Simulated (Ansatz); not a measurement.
# InAs (zincblende type): the cost of one run

Program: Ansatz 0.2.0. Level of theory: DFT PBE, with the methods named in each step. These are calculated values, not measurements.

## 1. The starting structure

It takes space group F-43m (No. 216, cubic). Conventional cell: a = 6.187 Å, b = 6.187 Å, c = 6.187 Å, α = 90.00°, β = 90.00°, γ = 90.00°. In (site symmetry -43m) has 4 As at 2.68 Å as nearest neighbours. As (site symmetry -43m) is surrounded by 4 In at 2.68 Å.

Coordinates:

```
CELL_PARAMETERS angstrom
-3.09348 3.09348 0.00000
0.00000 0.00000 6.18695
3.09348 3.09348 0.00000
ATOMIC_POSITIONS crystal
In 0.00000 0.00000 0.00000
In 0.50000 0.50000 0.50000
As 0.00000 0.25000 0.50000
As 0.50000 0.75000 0.00000
```

Atoms are numbered in the order of the input: In1, In2, As3, As4.

## 2. Bulk in the slab's orientation, LAPW

Input file input.yaml:

```yaml
crystal:
  lattice:
    - [-3.0934757628, 3.0934757628, 0.0]
    - [0.0, 0.0, 6.1869515256]
    - [3.0934757628, 3.0934757628, 0.0]
  atoms:
    - { symbol: In, position: [0.0, 0.0, 0.0] }
    - { symbol: In, position: [0.5, 0.5, 0.5] }
    - { symbol: As, position: [0.0, 0.25, 0.5] }
    - { symbol: As, position: [0.5, 0.75, 0.0] }
kpoints:
  mp_grid: { grid: [6, 4, 6] }
scf:
  occupations: { method: fermi_dirac, width: 0.02 }
hamiltonian:
  xc: pbe
  pseudopotentials: { kind: all_electron, lapw: { basis_error: 0.001 } }
output:
  forces: true
  stress: true
  eigenvalues: true
```

On the command line:

```console
ansatz run input.yaml --threads 2 --pin off --max-ram 4096MiB --backend cpu --events-out ev --progress --plain --runs-dir out
```

**Question.** How long does this run take on 2 threads of Intel Xeon 6975P-C (Granite Rapids), shared host, and how much memory does it need?

About 20 s, with a peak of 0.56 GiB.
